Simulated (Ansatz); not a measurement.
**AlTl2CrC6N6: from a guess to a relaxed structure**

Aim: relax a trial structure of AlTl2CrC6N6 and see where it ends.

Method: DFT PBE, scalar-relativistic, plane waves, PAW, in Ansatz 0.2.0.

## 1. The structure to begin with

It takes space group Fm-3m (No. 225, cubic). The conventional cell has a = 10.150 Å, b = 10.150 Å, c = 10.150 Å, α = 90.00°, β = 90.00°, γ = 90.00°. Al (site symmetry m-3m) has 6 C at 1.87 Å in its first shell of neighbours. Around Cr (site symmetry m-3m) lie 6 N at 2.03 Å. Tl (site symmetry -43m) is surrounded by 12 N at 3.62 Å and 12 C at 3.65 Å. C (site symmetry 4mm) has 1 N at 1.17 Å and 1 Al at 1.87 Å in its first shell of neighbours. N (site symmetry 4mm) has 1 C at 1.17 Å and 1 Cr at 2.03 Å in its first shell of neighbours.

As a file:

```cif
data_structure
_symmetry_space_group_name_H-M 'P 1'
_symmetry_Int_Tables_number 1
_cell_length_a 7.1771
_cell_length_b 7.1771
_cell_length_c 7.1771
_cell_angle_alpha 60.000
_cell_angle_beta 60.000
_cell_angle_gamma 60.000
_cell_volume 261.42
loop_
_atom_site_label
_atom_site_type_symbol
_atom_site_fract_x
_atom_site_fract_y
_atom_site_fract_z
_atom_site_occupancy
Al1 Al 0.00000 0.00000 0.00000 1
Cr1 Cr 0.50000 0.50000 0.50000 1
Tl1 Tl 0.25000 0.25000 0.25000 1
Tl2 Tl 0.75000 0.75000 0.75000 1
C1 C 0.81527 0.18473 0.18473 1
C2 C 0.18473 0.81527 0.18473 1
C3 C 0.18473 0.18473 0.81527 1
C4 C 0.18473 0.81527 0.81527 1
C5 C 0.81527 0.18473 0.81527 1
C6 C 0.81527 0.81527 0.18473 1
N1 N 0.70000 0.30000 0.30000 1
N2 N 0.30000 0.70000 0.30000 1
N3 N 0.30000 0.30000 0.70000 1
N4 N 0.30000 0.70000 0.70000 1
N5 N 0.70000 0.30000 0.70000 1
N6 N 0.70000 0.70000 0.30000 1
```

A structure generator made this guess: cyanide-bridged rock-salt net of two metals, 2 guest cations a cell (Fm-3m, No. 225). Lengths come from tabulated atomic sizes and are only a guess.

## 2. A first look at the guess

The input, input.yaml:

```yaml
crystal:
  lattice:
    - [0.0, 5.075, 5.075]
    - [5.075, 0.0, 5.075]
    - [5.075, 5.075, 0.0]
  atoms:
    - { symbol: Al, position: [0.0, 0.0, 0.0] }
    - { symbol: Cr, position: [0.5, 0.5, 0.5], spin: 3.0 }
    - { symbol: Tl, position: [0.25, 0.25, 0.25] }
    - { symbol: Tl, position: [0.75, 0.75, 0.75] }
    - { symbol: C, position: [0.81527094, 0.18472906, 0.18472906] }
    - { symbol: C, position: [0.18472906, 0.81527094, 0.18472906] }
    - { symbol: C, position: [0.18472906, 0.18472906, 0.81527094] }
    - { symbol: C, position: [0.18472906, 0.81527094, 0.81527094] }
    - { symbol: C, position: [0.81527094, 0.18472906, 0.81527094] }
    - { symbol: C, position: [0.81527094, 0.81527094, 0.18472906] }
    - { symbol: "N", position: [0.7, 0.3, 0.3] }
    - { symbol: "N", position: [0.3, 0.7, 0.3] }
    - { symbol: "N", position: [0.3, 0.3, 0.7] }
    - { symbol: "N", position: [0.3, 0.7, 0.7] }
    - { symbol: "N", position: [0.7, 0.3, 0.7] }
    - { symbol: "N", position: [0.7, 0.7, 0.3] }
basis:
  ecutwfc: 420
kpoints:
  mp_grid: { grid: [4, 4, 4] }
hamiltonian:
  xc: pbe
scf:
  occupations: { method: gaussian, width: 0.1 }
  lower_state_search: "off"
output:
  forces: true
  stress: true
  eigenvalues: true
  populations: true
magnetization:
  spin_polarized: true
```

Launch:

```
ansatz run input.yaml --threads 1 --pin off --max-ram 2560MiB --backend cpu --events-out ev --progress --plain --runs-dir out
```

Further runs follow: rough relaxation on the coarse mesh; relaxation on the finer mesh.

**Question.** What will these runs give? Wanted: conventional cell; volume; energy over the elements; gap on the mesh; total moment.

The runs gave:

| quantity | value |
| --- | --- |
| symmetry at the end (tolerance 0.05 Å) | space group Fm-3m (No. 225) |
| conventional cell | a = 10.395 Å, b = 10.395 Å, c = 10.395 Å, α = 90.00°, β = 90.00°, γ = 90.00° |
| volume | 17.55 Å³/atom |
| energy over the elements (uncorrected; H, N, O, F and Cl as molecules) | +0.19 eV/atom |
| gap on the mesh | none (metal) |
| total moment | 1.00 μB/cell |

The space group Fm-3m (No. 225) is kept, and the volume per atom grows by 7.4 % from the first guess. The formation energy is positive, so the separate elements lie lower. No finished test with a distortion of lower symmetry is shown, so the end may be a saddle point. The runs treat Tl without spin-orbit coupling. Other magnetic orders were not searched.
